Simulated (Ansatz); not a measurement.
# GeH₂O: taking an electron away

The task here is to estimate one member of a computed series from the others.

Computed with Ansatz 0.2.0, Gaussian basis. Level: unrestricted cation, the program's frozen cores in correlated methods.

Levels to be run: UKS PBE-D4/def2-TZVPP; UKS r2SCAN-D4/def2-TZVPP; UKS PBE0-D4/def2-TZVPP; UKS B3LYP-D4/def2-TZVPP; UKS wB97X-V/def2-TZVPP; UKS wB97M-V/def2-TZVPP; UKS B2PLYP/def2-TZVPP; UHF-CCSD(T)/def2-TZVPP; UHF-MP2/def2-QZVPP; extrapolation to the limit; then −ε(HOMO) from the neutral's earlier runs with LDA (SPW92), PBE-D4, revPBE-D4, BLYP-D4, r2SCAN-D4, B97M-V, PBE0-D4, B3LYP-D4, r2SCANh-D4, r2SCAN0-D4, HSE06-D4, BHLYP-D4, CAM-B3LYP-D4, LC-ωPBE, ωB97X-V, ωB97M-V.

### Structure used throughout

All runs share one geometry, relaxed beforehand with PBE0-D4 in a triple-zeta def2 set.

SMILES `[O]=[GeH2]`, 4 atoms, charge 0, spin multiplicity 1.

Atoms are counted from 1 here; the program's logs count them from 0.

Bond lengths: O1–Ge2 1.632 Å, Ge2–H3 1.542 Å, Ge2–H4 1.542 Å. Angles: O1–Ge2–H3 123.4°, O1–Ge2–H4 123.4°, H3–Ge2–H4 113.2°.

Coordinates:

```xyz
4
GeH2O
O    -0.0584   -0.9621    1.3374
Ge   -0.0007   -0.0093    0.0135
H    -1.1355    0.0677   -1.0271
H     1.1947    0.9037   -0.3239
```

The first run:

File in.yaml:

```yaml
crystal:
  periodic: [false, false, false]
  atoms:
    - {symbol: O, position_ang: [-0.058428, -0.962085, 1.337438]}
    - {symbol: Ge, position_ang: [-0.000738, -0.009289, 0.013493]}
    - {symbol: H, position_ang: [-1.135496, 0.067691, -1.027054]}
    - {symbol: H, position_ang: [1.194663, 0.903692, -0.323878]}
basis:
  gaussian: {orbitals: def2-TZVPP}
total_charge: 1
magnetization: {spin_polarized: true, initial_magnetization: 1}
hamiltonian: {xc: pbe, dispersion: d4}
```

Launch:

```sh
$ ansatz run in.yaml --threads 4 --pin off --events-out ev --progress --plain --max-ram 10444MiB
```

Among the steps run: Cation, UKS PBE-D4/def2-TZVPP; Cation, UKS r2SCAN-D4/def2-TZVPP; Cation, UKS PBE0-D4/def2-TZVPP; Cation, UKS B3LYP-D4/def2-TZVPP; Cation, UKS wB97X-V/def2-TZVPP; Cation, UKS wB97M-V/def2-TZVPP; Cation, UKS B2PLYP (frozen core)/def2-TZVPP; Cation, UHF-CCSD(T)/def2-TZVPP; Cation, UHF-MP2/def2-QZVPP.

One of the session's tables, all rows but one given; the rest of the session is left out.

For comparison, −ε(HOMO) of the neutral from earlier runs:

| functional | −ε(HOMO) (eV) |
| --- | --- |
| LDA (SPW92) | 6.43 |
| PBE-D4 | 6.27 |
| revPBE-D4 | 6.20 |
| BLYP-D4 | 6.19 |
| r2SCAN-D4 | 6.58 |
| B97M-V | 6.69 |
| PBE0-D4 | 7.79 |
| B3LYP-D4 | 7.57 |
| r2SCANh-D4 | ? |
| r2SCAN0-D4 | 8.03 |
| HSE06-D4 | 7.38 |
| BHLYP-D4 | 9.27 |
| CAM-B3LYP-D4 | 9.22 |
| LC-ωPBE | 10.49 |
| ωB97X-V | 10.19 |
| ωB97M-V | 10.15 |

**Question.** Estimate the row for r2SCANh-D4.

Worked estimate for «−ε(HOMO) (eV)». Against the share of exact exchange, r2SCAN-D4 (0, 6.58), r2SCAN0-D4 (0.25, 8.03) give a slope of 5.80 per unit share; at 0.1 the line stands at 7.16.

The run gave: −ε(HOMO) (eV): 7.16. In «−ε(HOMO) (eV)» the line misses by 0.00.
